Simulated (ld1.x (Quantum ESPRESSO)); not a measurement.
**Si: generating and testing an ultrasoft potential**

Aim: build the potential from the settings below, then test how well it stands in for the atom: other configurations, scattering, ghost states and the plane-wave cutoff that it needs.

Method: ld1.x (Quantum ESPRESSO) 7.5, PBE, scalar-relativistic.

## 1. The design

The settings as typed:

| Quantity | Value |
| --- | --- |
| element | silicon (Si, Z = 14) |
| type | ultrasoft |
| frozen core | [He] |
| valence charge | 12 |
| reference configuration | 2s2 2p6 3s2 3p2 |
| partial waves | 2s (bound): rcut 0.80, rcutus 0.85 bohr; 3s (bound): rcut 0.80, rcutus 0.85 bohr; 2p (bound): rcut 1.05, rcutus 1.10 bohr; 3p (bound): rcut 1.05, rcutus 1.10 bohr |
| local potential | all-electron potential smoothed inside 0.75 bohr (lloc = -2) |
| core correction | not asked for |
| augmentation charge | PSQ, inside the norm-conserving radii |

The outer shells as boxes (Hund's rule for the drawing; the calculation is spin-unpolarised):

```
[He] core
2s [↑↓]
2p [↑↓][↑↓][↑↓]
3s [↑↓]
3p [↑ ][↑ ][  ]
```

## 2. Generation

File Si.in:

```
 &input
   title='Si', zed=14., rel=1, dft='PBE', iswitch=3,
   config='[Ne] 3s2 3p2',
   nld=2, rlderiv=1.20, eminld=-12.0, emaxld=5.0, deld=0.04
 /
 &inputp
   pseudotype=3, tm=.true., lloc=-2, rcloc=0.75,
   nlcc=.false.,
   which_augfun='PSQ', rmatch_augfun_nc=.true.,
   file_pseudopw='Si.UPF', file_wfcaegen='ae.wfc', file_wfcncgen='nc.wfc', file_beta='beta', file_chi='chi', file_wfcusgen='us.wfc'
 /
4
2S  1  0   2.00   0.00  0.80  0.85  0.0
3S  2  0   2.00   0.00  0.80  0.85  0.0
2P  2  1   6.00   0.00  1.05  1.10  0.0
3P  3  1   2.00   0.00  1.05  1.10  0.0
 &test
   configts(1)='2s2 2p6 3s2 3p2'
 /
```

On the command line:

```
$ ld1.x < Si.in > Si.out
```

Output in Si.out (without the banner and most projector matrices):

```text
     Program LD1 v.7.5
     --------------------------- All-electron run ----------------------------

     Si
     scalar relativistic calculation

     atomic number is 14.00
     dft =PBE   lsd =0 sic =0 latt =0  beta=0.20 tr2=1.0E-14
     Exchange-correlation= PBE
                           (   1   4   3   4   0   0   0)
     mesh =1141 r(mesh) = 100.57892 a.u. xmin = -7.00 dx = 0.01250
     1 Ry =  13.60569312 eV, c = 137.03599908

     n l     nl                  e(Ry)          e(Ha)          e(eV)
     1 0     1S 1( 2.00)      -131.2640       -65.6320     -1785.9374
     2 0     2S 1( 2.00)       -10.2531        -5.1266      -139.5006
     2 1     2P 1( 6.00)        -7.0235        -3.5117       -95.5594
     3 0     3S 1( 2.00)        -0.7947        -0.3974       -10.8128
     3 1     3P 1( 2.00)        -0.3000        -0.1500        -4.0812

     final scf error:  5.1E-15 reached in  24 iterations

     Etot =    -579.674871 Ry,    -289.837435 Ha,   -7886.878406 eV

     Ekin =     581.106155 Ry,     290.553077 Ha,    7906.352011 eV
     Encl =   -1383.798685 Ry,    -691.899343 Ha,  -18827.540255 eV
     Eh   =     264.316384 Ry,     132.158192 Ha,    3596.207606 eV
     Exc  =     -41.298724 Ry,     -20.649362 Ha,    -561.897768 eV

     normalization and overlap integrals

     s(1S/1S) =  1.000000  <r> =   0.1113  <r2> =    0.0167  r(max) =   0.0723
     s(2S/2S) =  1.000000  <r> =   0.5680  <r2> =    0.3856  r(max) =   0.4543
     s(2P/2P) =  1.000000  <r> =   0.5376  <r2> =    0.3649  r(max) =   0.3861
     s(3S/3S) =  1.000000  <r> =   2.1632  <r2> =    5.4537  r(max) =   1.7967
     s(3P/3P) =  1.000000  <r> =   2.7953  <r2> =    9.4191  r(max) =   2.1672

     ------------------------ End of All-electron run ------------------------

     --------------------- Generating US pseudopotential ---------------------

      Generating local potential from pseudized AE potential:
      Matching radius rcloc =   0.7500
      Enforcing V''(0)=0 (lloc=-2)

      Local pseudo, rcloc= 0.749 Estimated cut-off energy=    53.89 Ry
      Wfc-us  2S rcutus= 0.849  Estimated cut-off energy=    71.23 Ry
      Wfc-us  3S rcutus= 0.849  Estimated cut-off energy=   141.21 Ry
      Wfc-us  2P rcutus= 1.090  Estimated cut-off energy=    70.86 Ry
      Wfc-us  3P rcutus= 1.090  Estimated cut-off energy=   137.81 Ry

     Q pseudized with Bessel functions
     Expected ecutrho=     324.7325 due to l1=  0   l2=  1

     ------------------- End of pseudopotential generation -------------------

     [... the all-electron block is printed once more ...]


     Computing logarithmic derivative in   1.19687
     Computing logarithmic derivative in   1.19687
     Computing the partial wave expansion
     R is outside the sphere for l=    0 j= 0.00
     R is outside the sphere for l=    0 j= 0.00
     R is outside the sphere for l=    1 j= 0.00
     R is outside the sphere for l=    1 j= 0.00

     ---------------------- Testing the pseudopotential ----------------------

     Si
     scalar relativistic calculation

     atomic number is 14.00   valence charge is 12.00
     dft =PBE   lsd =0 sic =0 latt =0  beta=0.20 tr2=1.0E-14
     mesh =1141 r(mesh) = 100.57892 xmin = -7.00 dx = 0.01250

     n l     nl             e AE (Ry)        e PS (Ry)    De AE-PS (Ry)
     1 0     2S   1( 2.00)      -10.25310      -10.25280       -0.00030
     2 1     2P   1( 6.00)       -7.02349       -7.02318       -0.00031
     2 0     3S   1( 2.00)       -0.79473       -0.79467       -0.00005
     3 1     3P   1( 2.00)       -0.29996       -0.29994       -0.00002

     eps = 7.3E-16  iter =  6

     Etot =    -579.674871 Ry,    -289.837435 Ha,   -7886.878406 eV
     Etotps =  -201.051603 Ry,    -100.525802 Ha,   -2735.446417 eV

     Ekin =      58.286072 Ry,      29.143036 Ha,     793.022414 eV
     Encl =    -382.819023 Ry,    -191.409512 Ha,   -5208.518150 eV
     Ehrt =     142.850347 Ry,      71.425173 Ha,    1943.577978 eV
     Ecxc =     -22.141414 Ry,     -11.070707 Ha,    -301.249285 eV
     Epseu=       2.772415 Ry,       1.386207 Ha,      37.720625 eV

     ---------------------- End of pseudopotential test ----------------------
```

It took 1.5 s on 1 thread of Neoverse-V1, shared host. This counts the later configuration tests of the new file too.

All-electron and pseudo partial waves u(r) = r·R(r), from the program's wave files:

```csv
r (bohr),2p AE,2p PS,3s AE,3s PS
0.055,0.1812,0.0164,0.1776,-0.1268
0.110,0.5067,0.0641,0.1002,-0.2428
0.165,0.8130,0.1392,-0.0429,-0.3384
0.220,1.0472,0.2357,-0.1754,-0.4068
0.275,1.2016,0.3457,-0.2707,-0.4442
0.330,1.2846,0.4607,-0.3237,-0.4504
0.385,1.3104,0.5719,-0.3385,-0.4283
0.440,1.2937,0.6712,-0.3221,-0.3829
0.495,1.2472,0.7522,-0.2821,-0.3203
0.550,1.1811,0.8100,-0.2254,-0.2468
0.605,1.1032,0.8422,-0.1577,-0.1677
0.660,1.0193,0.8488,-0.0834,-0.0869
0.715,0.9337,0.8316,-0.0062,-0.0069
0.770,0.8491,0.7947,0.0712,0.0712
0.825,0.7677,0.7429,0.1469,0.1469
0.880,0.6907,0.6818,0.2194,0.2194
0.935,0.6188,0.6167,0.2877,0.2877
0.990,0.5524,0.5523,0.3512,0.3512
1.045,0.4916,0.4917,0.4095,0.4095
1.100,0.4363,0.4363,0.4624,0.4624
1.155,0.3864,0.3864,0.5100,0.5100
1.210,0.3415,0.3415,0.5523,0.5523
1.265,0.3013,0.3013,0.5897,0.5897
1.320,0.2655,0.2655,0.6222,0.6222
1.375,0.2338,0.2338,0.6502,0.6502
1.430,0.2056,0.2056,0.6739,0.6739
```

## 3. Configuration tests

File Si.test.in:

```
 &input
   title='Si', zed=14., rel=1, dft='PBE', iswitch=2,
   config='[Ne] 3s2 3p2'
 /
 &test
   file_pseudo='Si.UPF', nconf=8,
   configts(1)='2s2 2p6 3s2 3p2',
   configts(2)='2s2 2p6 3s2 3p1',
   configts(3)='2s2 2p6 3s2 3p0',
   configts(4)='2s2 2p6 3s1 3p0',
   configts(5)='2s2 2p6 3s2 3p2.3',
   configts(6)='2s1 2p6 3s2 3p2',
   configts(7)='2s2 2p6 3s2 3p1.5',
   configts(8)='2s2 2p5 3s2 3p2'
 /
```

On the command line:

```
$ ld1.x < Si.test.in > Si.test.out
```

Si.test.out, the pseudopotential blocks:

```text
     ---------------------- Testing the pseudopotential ----------------------

     Si
     scalar relativistic calculation

     atomic number is 14.00   valence charge is 12.00
     dft =PBE   lsd =0 sic =0 latt =0  beta=0.20 tr2=1.0E-14
     mesh =1141 r(mesh) = 100.57892 xmin = -7.00 dx = 0.01250

     n l     nl             e AE (Ry)        e PS (Ry)    De AE-PS (Ry)
     1 0     2S   1( 2.00)      -10.25310      -10.25280       -0.00030
     2 1     2P   1( 6.00)       -7.02349       -7.02318       -0.00031
     2 0     3S   1( 2.00)       -0.79473       -0.79467       -0.00005
     3 1     3P   1( 2.00)       -0.29996       -0.29994       -0.00002

     eps = 7.3E-16  iter =  6

     Etot =    -579.674871 Ry,    -289.837436 Ha,   -7886.878407 eV
     Etotps =  -201.051603 Ry,    -100.525802 Ha,   -2735.446417 eV

     Ekin =      58.286072 Ry,      29.143036 Ha,     793.022414 eV
     Encl =    -382.819023 Ry,    -191.409512 Ha,   -5208.518150 eV
     Ehrt =     142.850347 Ry,      71.425173 Ha,    1943.577978 eV
     Ecxc =     -22.141414 Ry,     -11.070707 Ha,    -301.249285 eV
     Epseu=       2.772415 Ry,       1.386207 Ha,      37.720625 eV

     ---------------------- End of pseudopotential test ----------------------

     ---------------------- Testing the pseudopotential ----------------------

     Si
     [...]
     n l     nl             e AE (Ry)        e PS (Ry)    De AE-PS (Ry)
     1 0     2S   1( 2.00)      -10.95141      -10.93784       -0.01357  !
     2 1     2P   1( 6.00)       -7.72294       -7.70751       -0.01542  !
     2 0     3S   1( 2.00)       -1.39899       -1.39806       -0.00093
     3 1     3P   1( 1.00)       -0.85670       -0.85712        0.00042

     eps = 2.2E-16  iter =  9

     Etot =    -579.105988 Ry,    -289.552994 Ha,   -7879.138356 eV
     Etotps =  -200.482549 Ry,    -100.241275 Ha,   -2727.704041 eV
     dEtot_ae =       0.568883 Ry
     dEtot_ps =       0.569054 Ry,   Delta E=      -0.000171 Ry

     [...]
     ---------------------- End of pseudopotential test ----------------------

     ---------------------- Testing the pseudopotential ----------------------

     Si
     [...]
     n l     nl             e AE (Ry)        e PS (Ry)    De AE-PS (Ry)
     1 0     2S   1( 2.00)      -11.81885      -11.78156       -0.03729  !
     2 1     2P   1( 6.00)       -8.59271       -8.54982       -0.04289  !
     2 0     3S   1( 2.00)       -2.09735       -2.09492       -0.00243
     3 1     3P   1( 0.00)       -1.50702       -1.50915        0.00213

     eps = 1.2E-15  iter =  7

     Etot =    -577.930541 Ry,    -288.965270 Ha,   -7863.145587 eV
     Etotps =  -199.305937 Ry,     -99.652968 Ha,   -2711.695416 eV
     dEtot_ae =       1.744330 Ry
     dEtot_ps =       1.745666 Ry,   Delta E=      -0.001336 Ry

     [...]
     ---------------------- End of pseudopotential test ----------------------

     ---------------------- Testing the pseudopotential ----------------------

     Si
     [...]
     n l     nl             e AE (Ry)        e PS (Ry)    De AE-PS (Ry)
     1 0     2S   1( 2.00)      -12.92701      -12.90203       -0.02498  !
     2 1     2P   1( 6.00)       -9.70312       -9.67083       -0.03229  !
     2 0     3S   1( 1.00)       -2.90231       -2.90022       -0.00209
     3 1     3P   1( 0.00)       -2.26278       -2.26231       -0.00047

     eps = 6.4E-16  iter =  7

     Etot =    -575.433693 Ry,    -287.716847 Ha,   -7829.174246 eV
     Etotps =  -196.811377 Ry,     -98.405688 Ha,   -2677.755194 eV
     dEtot_ae =       4.241178 Ry
     dEtot_ps =       4.240227 Ry,   Delta E=       0.000951 Ry

     [...]
     ---------------------- End of pseudopotential test ----------------------

     ---------------------- Testing the pseudopotential ----------------------

     Si
     [...]
     n l     nl             e AE (Ry)        e PS (Ry)    De AE-PS (Ry)
     1 0     2S   1( 2.00)      -10.08378      -10.08563        0.00185
     2 1     2P   1( 6.00)       -6.85402       -6.85611        0.00210
     2 0     3S   1( 2.00)       -0.63967       -0.63977        0.00011
     3 1     3P   1( 2.30)       -0.15822       -0.15818       -0.00004

     eps = 1.6E-15  iter =  6

     Etot =    -579.743236 Ry,    -289.871618 Ha,   -7887.808558 eV
     Etotps =  -201.119962 Ry,    -100.559981 Ha,   -2736.376479 eV
     dEtot_ae =      -0.068365 Ry
     dEtot_ps =      -0.068358 Ry,   Delta E=      -0.000007 Ry

     [...]
     ---------------------- End of pseudopotential test ----------------------

     ---------------------- Testing the pseudopotential ----------------------

     Si
     [...]
     n l     nl             e AE (Ry)        e PS (Ry)    De AE-PS (Ry)
     1 0     2S   1( 1.00)      -12.28714      -12.56198        0.27484  !
     2 1     2P   1( 6.00)       -9.11450       -9.34422        0.22972  !
     2 0     3S   1( 2.00)       -1.63713       -1.67171        0.03458  !
     3 1     3P   1( 2.00)       -1.03063       -1.00682       -0.02381  !

     eps = 7.1E-15  iter = 13

     Etot =    -568.426500 Ry,    -284.213250 Ha,   -7733.836523 eV
     Etotps =  -189.672301 Ry,     -94.836150 Ha,   -2580.623116 eV
     dEtot_ae =      11.248371 Ry
     dEtot_ps =      11.379303 Ry,   Delta E=      -0.130932 Ry

     [...]
     ---------------------- End of pseudopotential test ----------------------

     ---------------------- Testing the pseudopotential ----------------------

     Si
     [...]
     n l     nl             e AE (Ry)        e PS (Ry)    De AE-PS (Ry)
     1 0     2S   1( 2.00)      -10.57881      -10.57308       -0.00573  !
     2 1     2P   1( 6.00)       -7.34964       -7.34318       -0.00645  !
     2 0     3S   1( 2.00)       -1.08246       -1.08204       -0.00042
     3 1     3P   1( 1.50)       -0.56422       -0.56433        0.00011

     eps = 9.8E-15  iter =  6

     Etot =    -579.460145 Ry,    -289.730073 Ha,   -7883.956911 eV
     Etotps =  -200.836848 Ry,    -100.418424 Ha,   -2732.524523 eV
     dEtot_ae =       0.214726 Ry
     dEtot_ps =       0.214755 Ry,   Delta E=      -0.000029 Ry

     [...]
     ---------------------- End of pseudopotential test ----------------------

     ---------------------- Testing the pseudopotential ----------------------

     Si
     [...]
     n l     nl             e AE (Ry)        e PS (Ry)    De AE-PS (Ry)
     1 0     2S   1( 2.00)      -12.35730      -12.56322        0.20592  !
     2 1     2P   1( 5.00)       -9.21021       -9.34543        0.13522  !
     2 0     3S   1( 2.00)       -1.63859       -1.67141        0.03282  !
     3 1     3P   1( 2.00)       -1.03303       -1.00651       -0.02653  !

     eps = 6.0E-15  iter = 16

     Etot =    -571.586648 Ry,    -285.793324 Ha,   -7776.832528 eV
     Etotps =  -192.890078 Ry,     -96.445039 Ha,   -2624.403211 eV
     dEtot_ae =       8.088223 Ry
     dEtot_ps =       8.161525 Ry,   Delta E=      -0.073302 Ry

     [...]
     ---------------------- End of pseudopotential test ----------------------
```

Excitation and ionisation energies from 2s2 2p6 3s2 3p2, with the error of the potential.

| valence configuration | charge | ΔE all-electron (eV) | error AE − PS (meV) |
| --- | --- | --- | --- |
| 2s2 2p6 3s2 3p1 | +1 | 7.740 | -2.3 |
| 2s2 2p6 3s2 3p0 | +2 | 23.733 | -18 |
| 2s2 2p6 3s1 3p0 | +3 | 57.704 | +13 |
| 2s2 2p6 3s2 3p2.3 | -0.3 | -0.930 | -0.1 |
| 2s1 2p6 3s2 3p2 | +1 | 153.042 | -1781 |
| 2s2 2p6 3s2 3p1.5 | +0.5 | 2.921 | -0.4 |
| 2s2 2p5 3s2 3p2 | +1 | 110.046 | -997 |

## 4. Does it scatter like the atom?

Taken from the files of the generation run. The phase is arctan(r·u′/u) with u = r·R, unwrapped, with energies in Ry. A pole is an energy at which the radial function vanishes at the test radius. The pseudo phase is shifted by a multiple of π to meet the all-electron one at the reference energy. Levels narrower than the energy grid can be missing from the poles. The last column is the largest difference on the grid between −1 and +1 Ry.

| channel | radius (bohr) | reference (Ry) | poles AE | poles PS | window around the reference with phases within 0.05 rad (Ry) | largest difference near zero (rad) |
| --- | --- | --- | --- | --- | --- | --- |
| s | 1.20 | -0.79 | -9.59 | -9.59 | the whole range | 0.000 |
| p | 1.20 | -0.30 | -6.38 | -6.38 | the whole range | 0.000 |

Phases (rad) along the scan:

```csv
E (Ry),s AE,s PS,p AE,p PS
-12.00,1.088,1.088,1.276,1.275
-11.52,0.941,0.941,1.263,1.263
-11.04,0.490,0.490,1.248,1.248
-10.56,-0.809,-0.809,1.230,1.229
-10.08,-1.393,-1.393,1.206,1.205
-9.60,-1.568,-1.568,1.173,1.173
-9.12,-1.650,-1.650,1.125,1.125
-8.64,-1.700,-1.700,1.043,1.043
-8.16,-1.734,-1.734,0.870,0.869
-7.68,-1.761,-1.761,0.317,0.316
-7.20,-1.783,-1.783,-0.959,-0.959
-6.72,-1.803,-1.803,-1.444,-1.444
-6.24,-1.821,-1.821,-1.605,-1.605
-5.76,-1.839,-1.839,-1.686,-1.686
-5.28,-1.857,-1.857,-1.736,-1.736
-4.80,-1.875,-1.875,-1.774,-1.774
-4.32,-1.894,-1.894,-1.804,-1.804
-3.84,-1.914,-1.914,-1.831,-1.831
-3.36,-1.936,-1.936,-1.856,-1.856
-2.88,-1.960,-1.960,-1.881,-1.881
-2.40,-1.986,-1.986,-1.906,-1.906
-1.92,-2.016,-2.016,-1.933,-1.933
-1.44,-2.051,-2.050,-1.961,-1.961
-0.96,-2.090,-2.090,-1.993,-1.993
-0.48,-2.137,-2.137,-2.029,-2.029
0.00,-2.193,-2.193,-2.070,-2.070
0.48,-2.260,-2.260,-2.119,-2.119
0.96,-2.343,-2.343,-2.177,-2.177
1.44,-2.446,-2.446,-2.248,-2.248
1.92,-2.574,-2.575,-2.335,-2.336
2.40,-2.733,-2.734,-2.446,-2.447
2.88,-2.925,-2.927,-2.586,-2.588
3.36,-3.144,-3.147,-2.762,-2.766
3.84,-3.373,-3.377,-2.977,-2.982
4.32,-3.589,-3.593,-3.218,-3.226
4.80,-3.777,-3.782,-3.463,-3.472
```

## 5. Plane-wave convergence, by spherical Bessel functions

This step uses the generator's waves and projectors in a separate script. Basis: spherical Bessel functions vanishing at 20 bohr, q² up to the cutoff; potential fixed at the reference.

All-electron valence levels (Ry): 2s -10.2531, 3s -0.7947, 2p -7.0235, 3p -0.3000. The lowest levels of each channel (Ry) by cutoff; the last column sums, over occupied levels, occupation times the distance from the level at 400 Ry. A positive value at high cutoff is not a bound level.

```csv
cutoff (Ry),s #1,s #2,p #1,p #2,d #1,f #1,Σ f·Δε (mRy)
8,-6.9335,-0.4170,-3.3528,-0.0577,0.0551,0.1093,29903.6
21,-9.5241,-0.6666,-6.3660,-0.1588,0.0548,0.1093,5941.2
45,-10.1888,-0.7610,-6.9938,-0.2043,0.0547,0.1093,565.5
70,-10.2499,-0.7849,-7.0222,-0.2326,0.0547,0.1093,168.8
110,-10.2526,-0.7939,-7.0232,-0.2972,0.0547,0.1093,9.8
120,-10.2527,-0.7944,-7.0234,-0.2984,0.0547,0.1093,5.4
180,-10.2531,-0.7947,-7.0235,-0.2997,0.0547,0.1093,0.9
230,-10.2531,-0.7947,-7.0235,-0.2999,0.0547,0.1093,0.4
400,-10.2531,-0.7947,-7.0235,-0.3000,0.0547,0.1093,0.0
```

The sum stays within 10 mRy from 110 Ry and within 1 mRy from 180 Ry. The sum leaves out empty levels, which can need more. Ghost test: no level below the all-electron spectrum of its channel (s, p, d, f tested).

## 6. Outcome

| quantity | value |
| --- | --- |
| cutoffs for 10 and 1 mRy, occupied levels | 110 Ry and 180 Ry |
| bound ghosts | none found |
| largest test error (AE − PS) | -1781 meV, for 2s1 2p6 3s2 3p2 |
| largest phase difference near zero energy, channels read | 0.000 rad |
| lowest eigenvalue of the overlap (Bessel basis) | 0.126 (p) |
| density cutoff estimated by the generator | 325 Ry |

What this shows: The worst unpolarised test, 2s1 2p6 3s2 3p2, is off by 1781 meV on 153.0 eV; by total energies transferability rates as poor. That test lies far up in energy; among those under 40 eV, nearer to bonding, the largest error is 18 meV. The potential is hard: the looser tolerance needs 110 Ry. The slowest occupied level is 3p: taken alone it needs 160 Ry to come within 1 mRy, against 110 Ry for 3s. The Bessel-basis test finds no level below the valence levels. Near zero energy the phases of the channels with partial waves agree within 0.001 rad. These are tests on the free atom; a crystal test is still owed.
